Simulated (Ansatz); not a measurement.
# HfAu2: response to uniaxial strain along c

How does HfAu2 answer uniaxial strain along c between -6 and +6 %? At each strain the lengths of a and b and the atoms relax, the angles are held, within the symmetry that is left.

Program: Ansatz 0.2.0. Level of theory: DFT PBEsol, scalar-relativistic, plane waves, PAW. These are calculated values, not measurements.

2 further runs of the same task are left out: 2 set aside as unsound or not needed.

### 1 The structure to begin with

The structure is tetragonal, space group I4/mmm (No. 139). The conventional cell has a = 3.525 Å, b = 3.525 Å, c = 8.671 Å, α = 90.00°, β = 90.00°, γ = 90.00°. Hf (site symmetry 4/mmm) has 10 Au at 2.88 to 2.89 Å as nearest neighbours. Au (site symmetry 4mm) is surrounded by 5 Au at 2.87 to 2.91 Å and 5 Hf at 2.88 to 2.89 Å.

Structure file:

```
Hf Au
1.0
     3.52501    0.00000    0.00000
     0.00000    3.52501    0.00000
     0.00000    0.00000    8.67063
Hf Au
2 4
Direct
  0.00000 0.00000 0.00000
  0.50000 0.50000 0.50000
  0.50000 0.50000 0.16789
  0.00000 0.00000 0.33211
  0.00000 0.00000 0.66789
  0.50000 0.50000 0.83211
```

It goes back to an entry of the Materials Project, which need not be the stable form.

The unstrained cell comes from an earlier run at this level (6 atoms, E(σ→0) -83228.1090 eV, gap none (metal)).

### 2 The cell strained by -2.0 %

File input.yaml:

```yaml
crystal:
  lattice:
    - [3.5426308043, 0.0, 0.0]
    - [0.0, 3.5426308043, 0.0]
    - [0.0, 0.0, 8.4972156143]
  atoms:
    - { symbol: Hf, position: [0.0, 0.0, 0.0] }
    - { symbol: Hf, position: [0.5, 0.5, 0.5] }
    - { symbol: Au, position: [0.5, 0.5, 0.1678875144] }
    - { symbol: Au, position: [0.0, 0.0, 0.3321124856] }
    - { symbol: Au, position: [0.0, 0.0, 0.6678875144] }
    - { symbol: Au, position: [0.5, 0.5, 0.8321124856] }
basis:
  ecutwfc: 420
kpoints:
  mp_grid: { grid: [10, 10, 4] }
hamiltonian:
  xc: pbesol
scf:
  occupations: { method: gaussian, width: 0.1 }
output:
  forces: true
  stress: true
  eigenvalues: true
relax:
  adjacent_minimum: "off"
  f_tol: 0.008
  max_steps: 40
  cell: { stress_tol: 0.05, fix: [c, angles] }
```

The session goes on with these runs: the cell strained by +2.0 %; the cell strained by -4.0 %; At +4.0 %; strain -6.0 %; the cell strained by +6.0 %.

What does the calculation give? Wanted: (1/V) d²E/dε² at zero strain, cubic fit; strain of the free axis a per applied strain.

As calculated:

| quantity | value |
| --- | --- |
| largest energy cost | 57.4 meV/atom at -6.0 % |
| (1/V) d²E/dε² at zero strain, cubic fit | 223 GPa |
| strain of the free axis a per applied strain | -0.36 |

The curvature of the energy, 223 GPa, is Young's modulus along c, angles held. Compression by 6 % costs 57.4 meV/atom and stretching 32.4. On this cell's mesh the unstrained reference holds a stress of up to 0.13 GPa. The free axis a moves against the applied strain (factor -0.36). The runs treat Au, Hf without spin-orbit coupling.
